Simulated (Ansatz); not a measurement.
# BH6NO2S: the cost of one run

All numbers below are computed with Ansatz 0.2.0 (RHF/6-31G*).

## 1. The system as given

Bond lengths: B1–O2 1.760 Å, O2–H3 1.010 Å, B1–N4 1.550 Å, N4–H5 1.060 Å, N4–H6 1.060 Å, B1–O7 1.410 Å, O7–H8 1.010 Å, B1–S9 2.190 Å, S9–H10 1.400 Å, O2–H11 1.122 Å, S9–H11 1.382 Å. Angles (14 of 17 angles, heavy atoms first): O2–B1–N4 120.0°, O2–B1–O7 120.0°, O2–B1–S9 71.6°, N4–B1–O7 120.0°, N4–B1–S9 96.8°, O7–B1–S9 101.3°, B1–O2–H3 109.5°, B1–O2–H11 86.3°, B1–N4–H5 120.0°, B1–N4–H6 120.0°, B1–O7–H8 109.5°, B1–S9–H10 109.5°, B1–S9–H11 64.5°, O2–H11–S9 137.6°.

As a file:

```xyz
11

B     0.0000    0.0000    0.0000
O     0.0000    0.0000    1.7600
H    -0.9095   -0.2814    2.0971
N     1.3423    0.0000   -0.7750
H     1.8089   -0.9179   -1.0268
H     1.7937    0.9179   -1.0532
O    -1.2211    0.0000   -0.7050
H    -1.7308   -0.8467   -0.4965
S     0.0982    2.0760    0.6906
H     0.6507    2.1151    1.9763
H     0.0529    1.1186    1.6867
```

## 2. Pulling towards end A

Springs on the bonds that form and break draw the guess towards this end; the thresholds are loose.

input.yaml

```yaml
crystal:
  periodic: [false, false, false]
  atoms:
    - { symbol: B, position_ang: [0.0, 0.0, 0.0] }
    - { symbol: O, position_ang: [0.0, 0.0, 1.76] }
    - { symbol: H, position_ang: [-0.9095, -0.2814, 2.0971] }
    - { symbol: "N", position_ang: [1.3423, 0.0, -0.775] }
    - { symbol: H, position_ang: [1.8089, -0.9179, -1.0268] }
    - { symbol: H, position_ang: [1.7937, 0.9179, -1.0532] }
    - { symbol: O, position_ang: [-1.2211, 0.0, -0.705] }
    - { symbol: H, position_ang: [-1.7308, -0.8467, -0.4965] }
    - { symbol: S, position_ang: [0.0982, 2.076, 0.6906] }
    - { symbol: H, position_ang: [0.6507, 2.1151, 1.9763] }
    - { symbol: H, position_ang: [0.0529, 1.1186, 1.6867] }
basis:
  gaussian: { orbitals: "6-31G*" }
hamiltonian:
  xc: hf
relax:
  f_tol: 0.15
  max_steps: 25
  restrain:
    - { distance: [0, 8], at: 3.09, k: 30.0 }
    - { distance: [10, 1], at: 2.21, k: 30.0 }
    - { distance: [0, 1], at: 1.41, k: 30.0 }
    - { distance: [10, 8], at: 1.4, k: 30.0 }
```

Command:

```bash
$ ansatz run input.yaml --threads 1 --pin off --max-ram 2048MiB --backend cpu --events-out ev --progress --plain --runs-dir out
```

What time and memory should one allow on 1 thread of Intel Xeon 6975P-C (Granite Rapids), shared host?

About 27 s, with a peak of 0.19 GiB.
